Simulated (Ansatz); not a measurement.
# B3Se2: the cost of one run

Program: Ansatz 0.2.0. Level of theory: DFT PBE, scalar-relativistic, plane waves, PAW. These are calculated values, not measurements.

### 1 Starting point

The structure is trigonal, space group R-3c (No. 167). Conventional cell: a = 5.700 Å, b = 5.700 Å, c = 15.562 Å, α = 90.00°, β = 90.00°, γ = 120.00°. B (site symmetry 2) is surrounded by 4 Se at 2.22 to 2.36 Å. Se (site symmetry 3) is surrounded by 6 B at 2.22 to 2.36 Å.

Structure file:

```cif
data_structure
_symmetry_space_group_name_H-M 'P 1'
_symmetry_Int_Tables_number 1
_cell_length_a 6.1429
_cell_length_b 6.1429
_cell_length_c 6.1429
_cell_angle_alpha 55.281
_cell_angle_beta 55.281
_cell_angle_gamma 55.281
_cell_volume 145.94
loop_
_atom_site_label
_atom_site_type_symbol
_atom_site_fract_x
_atom_site_fract_y
_atom_site_fract_z
_atom_site_occupancy
B1 B 0.05625 0.44375 0.75000 1
B2 B 0.75000 0.05625 0.44375 1
B3 B 0.44375 0.75000 0.05625 1
B4 B 0.94375 0.55625 0.25000 1
B5 B 0.25000 0.94375 0.55625 1
B6 B 0.55625 0.25000 0.94375 1
Se1 Se 0.85218 0.85218 0.85218 1
Se2 Se 0.64782 0.64782 0.64782 1
Se3 Se 0.14782 0.14782 0.14782 1
Se4 Se 0.35218 0.35218 0.35218 1
```

This is candidate A: anti-corundum type (R-3c, No. 167).

(A quick probe on a coarse mesh, which set the mesh and smearing, is not shown.)

### 3 A loose first relaxation (candidate A)

File input.yaml:

```yaml
crystal:
  lattice:
    - [2.8498624194, 1.645368835, 5.1871775688]
    - [-2.8498624194, 1.645368835, 5.1871775688]
    - [0.0, -3.29073767, 5.1871775688]
  atoms:
    - { symbol: B, position: [0.05625, 0.44375, 0.75] }
    - { symbol: B, position: [0.75, 0.05625, 0.44375] }
    - { symbol: B, position: [0.44375, 0.75, 0.05625] }
    - { symbol: B, position: [0.94375, 0.55625, 0.25] }
    - { symbol: B, position: [0.25, 0.94375, 0.55625] }
    - { symbol: B, position: [0.55625, 0.25, 0.94375] }
    - { symbol: Se, position: [0.85218, 0.85218, 0.85218] }
    - { symbol: Se, position: [0.64782, 0.64782, 0.64782] }
    - { symbol: Se, position: [0.14782, 0.14782, 0.14782] }
    - { symbol: Se, position: [0.35218, 0.35218, 0.35218] }
basis:
  ecutwfc: 420
kpoints:
  mp_grid: { grid: [6, 6, 6] }
hamiltonian:
  xc: pbe
scf:
  occupations: { method: gaussian, width: 0.1 }
  lower_state_search: "off"
output:
  forces: true
  stress: true
  eigenvalues: true
relax:
  adjacent_minimum: "off"
  f_tol: 0.04
  max_steps: 70
  cell: { stress_tol: 0.4 }
```

Command:

```sh
> ansatz run input.yaml --threads 1 --pin off --max-ram 2560MiB --backend cpu --events-out ev --progress --plain --runs-dir out
```

What time and memory should one allow on 1 thread of Intel Xeon Platinum 8488C (Sapphire Rapids), shared host?

About 9 min, with a peak of 0.94 GiB.
